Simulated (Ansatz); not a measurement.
# C₂H₅FS₂Si: a ladder of functionals and wavefunction methods

How much do the methods differ for C₂H₅FS₂Si? The plan is to run it at one geometry with functionals of several rungs and with coupled cluster, and see how far each lands from CCSD(T) at the basis-set limit for the atomisation energy.

Method: functionals in def2-TZVPP, the program's frozen cores in correlated methods; program: Ansatz 0.2.0, Gaussian basis.

Plan: PBE-D4, r2SCAN-D4, PBE0-D4, B3LYP-D4, ωB97X-V, ωB97M-V, B2PLYP; CCSD(T)/def2-TZVPP; MP2/def2-QZVPP; extrapolation to the limit.

## (1) The relaxed structure

All runs share one geometry, relaxed beforehand with PBE0-D4 in a triple-zeta def2 set.

SMILES `C=C(S)S[SiH2]F`, 11 atoms, charge 0, spin multiplicity 1.

Atoms are counted from 1 here; the program's logs count them from 0.

Bond lengths: C1–C2 1.330 Å, C1–H7 1.082 Å, C1–H8 1.084 Å, C2–S3 1.759 Å, C2–S4 1.783 Å, S3–H9 1.341 Å, S4–Si5 2.118 Å, Si5–F6 1.598 Å, Si5–H10 1.480 Å, Si5–H11 1.477 Å. Angles: C2–C1–H7 120.7°, C2–C1–H8 120.9°, H7–C1–H8 118.3°, C1–C2–S3 121.1°, C1–C2–S4 121.4°, S3–C2–S4 117.5°, C2–S3–H9 96.4°, C2–S4–Si5 96.7°, S4–Si5–F6 111.2°, S4–Si5–H10 106.4°, S4–Si5–H11 110.2°, F6–Si5–H10 108.0°, F6–Si5–H11 107.1°, H10–Si5–H11 114.0°.

## (2) PBE-D4 (GGA)

Input file in.yaml:

```yaml
crystal:
  periodic: [false, false, false]
  atoms:
    - {symbol: C, position_ang: [-1.422328, 0.286538, 1.148871]}
    - {symbol: C, position_ang: [-0.139672, -0.054311, 1.058920]}
    - {symbol: S, position_ang: [1.103544, 0.846638, 1.917682]}
    - {symbol: S, position_ang: [0.391020, -1.407026, 0.024984]}
    - {symbol: Si, position_ang: [0.526064, -0.302587, -1.777236]}
    - {symbol: F, position_ang: [-0.923541, 0.035215, -2.358198]}
    - {symbol: H, position_ang: [-2.170783, -0.216243, 0.551270]}
    - {symbol: H, position_ang: [-1.742951, 1.079713, 1.814743]}
    - {symbol: H, position_ang: [2.018657, -0.133729, 1.927861]}
    - {symbol: H, position_ang: [1.216673, -1.176381, -2.751547]}
    - {symbol: H, position_ang: [1.208817, 0.985074, -1.536750]}
basis:
  gaussian: {orbitals: def2-TZVPP}
hamiltonian: {xc: pbe, dispersion: d4}
output: {forces: true, orbitals: {seedname: orbitals}}
```

The run is started by

```
$ ansatz run in.yaml --threads 4 --pin off --events-out ev --progress --plain --max-ram 10444MiB
```

Further steps of the session: r2SCAN-D4 (meta-GGA); PBE0-D4 (hybrid); B3LYP-D4 (hybrid); ωB97X-V (range-separated); ωB97M-V (range-separated); B2PLYP (double hybrid); CCSD(T) in def2-TZVPP; MP2 in def2-QZVPP.

Q: Predict the results of all the runs planned. Wanted: atomisation energy, CCSD(T)/CBS; farthest; mean size of error, hybrid; mean size of error, range-separated; gap, smallest and largest; T1 diagnostic; triples share of the correlation energy.

The runs gave:

| quantity | value |
| --- | --- |
| atomisation energy, CCSD(T)/CBS | 966.5 kcal/mol |
| functionals within 4.8 kcal/mol (0.5 %) | r2SCAN-D4, PBE0-D4, B3LYP-D4, ωB97X-V, ωB97M-V |
| farthest | PBE-D4 (+20.9 kcal/mol) |
| mean size of error, hybrid | 2.8 kcal/mol |
| mean size of error, range-separated | 3.4 kcal/mol |
| gap, smallest and largest | 4.10 eV (PBE-D4), 10.55 eV (ωB97X-V) |
| T1 diagnostic | 0.0126 |
| triples share of the correlation energy | 4.3 % |

**Reading.** PBE-D4 is off by +20.9 kcal/mol. Double hybrids carry the basis error of their MP2 part in triple zeta, and no dispersion term here, so their miss is partly the set-up's. The reference freezes the cores and leaves out relativity and excitations past (T), so misses under about 4.8 kcal/mol can't be ranked. Hartree-Fock recovers 72 % of the binding; the rest is correlation. Orbital gaps span 4.1 to 10.6 eV; exact exchange widens them. The restricted reference is unstable towards a spin-broken one.
